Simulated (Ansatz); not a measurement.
# C₂H₅BSn: small, medium and large basis sets

One table from this session's results is given with a row withheld; the runs are named, their logs left out.

The runs use Ansatz 0.2.0, Gaussian basis; one geometry, several basis sets.

Plan: PBE0-D4/def2-SVP; ωB97M-V/def2-SVP; PBE0-D4/def2-QZVPP; ωB97M-V/def2-QZVPP; the functionals' def2-TZVPP values are taken from earlier runs.

1 further run of the same task is left out (for a known fault of the program).

## Structure used throughout

The geometry comes from an earlier relaxation with PBE0-D4 in a triple-zeta def2 set; it is a stationary point, not always the lowest conformer. Sn takes the def2 core potential; no spin-orbit term is included.

SMILES `[BH2][SnH2][C]#C`, 9 atoms, charge 0, spin multiplicity 1.

Atoms are counted from 1 here; the program's logs count them from 0.

Bond lengths: B1–Sn2 2.242 Å, B1–H5 1.194 Å, B1–H6 1.192 Å, Sn2–C3 2.089 Å, Sn2–H7 1.708 Å, Sn2–H8 1.708 Å, C3–C4 1.207 Å, C4–H9 1.066 Å. Angles: Sn2–B1–H5 119.8°, Sn2–B1–H6 121.1°, H5–B1–H6 119.2°, B1–Sn2–C3 111.2°, B1–Sn2–H7 112.4°, B1–Sn2–H8 112.3°, C3–Sn2–H7 106.4°, C3–Sn2–H8 106.4°, H7–Sn2–H8 107.9°, Sn2–C3–C4 178.4°, C3–C4–H9 179.7°.

Set-up of the first run:

The input, in.yaml:

```yaml
crystal:
  periodic: [false, false, false]
  atoms:
    - {symbol: B, position_ang: [-1.138473, 1.396521, -0.993425]}
    - {symbol: Sn, position_ang: [0.085490, -0.470209, -0.784417]}
    - {symbol: C, position_ang: [0.771918, -0.707287, 1.174792]}
    - {symbol: C, position_ang: [1.152851, -0.815234, 2.315058]}
    - {symbol: H, position_ang: [-1.606263, 1.682784, -2.053607]}
    - {symbol: H, position_ang: [-1.332140, 2.112803, -0.060184]}
    - {symbol: H, position_ang: [1.472269, -0.452726, -1.781465]}
    - {symbol: H, position_ang: [-0.808960, -1.877527, -1.154656]}
    - {symbol: H, position_ang: [1.491910, -0.915426, 3.320805]}
basis:
  gaussian: {orbitals: def2-SVP}
hamiltonian: {xc: pbe0, dispersion: d4}
output: {orbitals: {seedname: orbitals}}
```

The run is started by

```bash
> ansatz run in.yaml --threads 2 --pin off --events-out ev --progress --plain --max-ram 4352MiB
```

Among the steps run: PBE0-D4 in def2-SVP; ωB97M-V in def2-SVP; PBE0-D4 in def2-QZVPP; ωB97M-V in def2-QZVPP.

One table of the session follows, with a row left open; its other results are not shown here.

It belongs to the step «Functionals by basis». 

```
functional       basis  HOMO (eV)  LUMO (eV)
   PBE0-D4    def2-SVP      -7.63      -2.64
   PBE0-D4  def2-TZVPP      -7.70      -2.71
   PBE0-D4  def2-QZVPP      -7.71      -2.72
   ωB97M-V    def2-SVP      -9.76      -0.59
   ωB97M-V  def2-TZVPP      -9.86      -0.76
   ωB97M-V  def2-QZVPP          ?          ?
```

**Question.** Estimate the row for ωB97M-V, def2-QZVPP.

**Answer.** HOMO (eV): -9.87; LUMO (eV): -0.80. In the column «HOMO (eV)» it is the lowest.
